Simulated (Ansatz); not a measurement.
# Li2MnN2: the cost of one run

Computed with Ansatz 0.2.0 (DFT PBE, scalar-relativistic, plane waves, PAW, unless a step's input says otherwise).

1 further run of the same task is left out (it didn't finish).

## (1) Starting point

It takes space group P-3m1 (No. 164, trigonal). Conventional cell: a = 3.026 Å, b = 3.026 Å, c = 5.423 Å, α = 90.00°, β = 90.00°, γ = 120.00°. Li (site symmetry 3m) is surrounded by 3 N at 1.94 Å. Mn (site symmetry -3m) is surrounded by 6 N at 2.05 Å. Around N (site symmetry 3m) lie 3 Li at 1.94 Å and 3 Mn at 2.05 Å.

Structure file:

```cif
data_structure
_symmetry_space_group_name_H-M 'P 1'
_symmetry_Int_Tables_number 1
_cell_length_a 3.0263
_cell_length_b 3.0263
_cell_length_c 5.4232
_cell_angle_alpha 90.000
_cell_angle_beta 90.000
_cell_angle_gamma 120.000
_cell_volume 43.01
loop_
_atom_site_label
_atom_site_type_symbol
_atom_site_fract_x
_atom_site_fract_y
_atom_site_fract_z
_atom_site_occupancy
Li1 Li 0.66667 0.33333 0.35374 1
Li2 Li 0.33333 0.66667 0.64626 1
Mn1 Mn 0.00000 0.00000 0.00000 1
N1 N 0.66667 0.33333 0.80068 1
N2 N 0.33333 0.66667 0.19932 1
```

Source of the structure: the Materials Project (structure only).

(A quick probe on a coarse mesh, which set the mesh and smearing, is not shown.)

## (3) Relaxing cell and atoms

input.yaml

```yaml
crystal:
  lattice:
    - [3.0263108743, 0.0, 0.0]
    - [-1.5131554371, 2.6208620969, 0.0]
    - [0.0, 0.0, 5.4232150044]
  atoms:
    - { symbol: Li, position: [0.66666667, 0.33333333, 0.353737] }
    - { symbol: Li, position: [0.33333333, 0.66666667, 0.646263] }
    - { symbol: Mn, position: [0.0, 0.0, 0.0], spin: 2.82 }
    - { symbol: "N", position: [0.66666667, 0.33333333, 0.800681] }
    - { symbol: "N", position: [0.33333333, 0.66666667, 0.199319] }
basis:
  ecutwfc: 420
kpoints:
  mp_grid: { grid: [15, 15, 8] }
hamiltonian:
  xc: pbe
scf:
  occupations: { method: gaussian, width: 0.02 }
output:
  forces: true
  stress: true
  eigenvalues: true
  populations: true
magnetization:
  spin_polarized: true
relax:
  adjacent_minimum: "off"
  f_tol: 0.005
  max_steps: 80
  cell: { stress_tol: 0.05 }
```

Launch:

```
> ansatz run input.yaml --threads 1 --pin off --max-ram 2560MiB --backend cpu --events-out ev --progress --plain --runs-dir out
```

What time and memory should one allow on 1 thread of Arm Neoverse V2, shared host?

About 2.3 min, with a peak of 0.56 GiB.
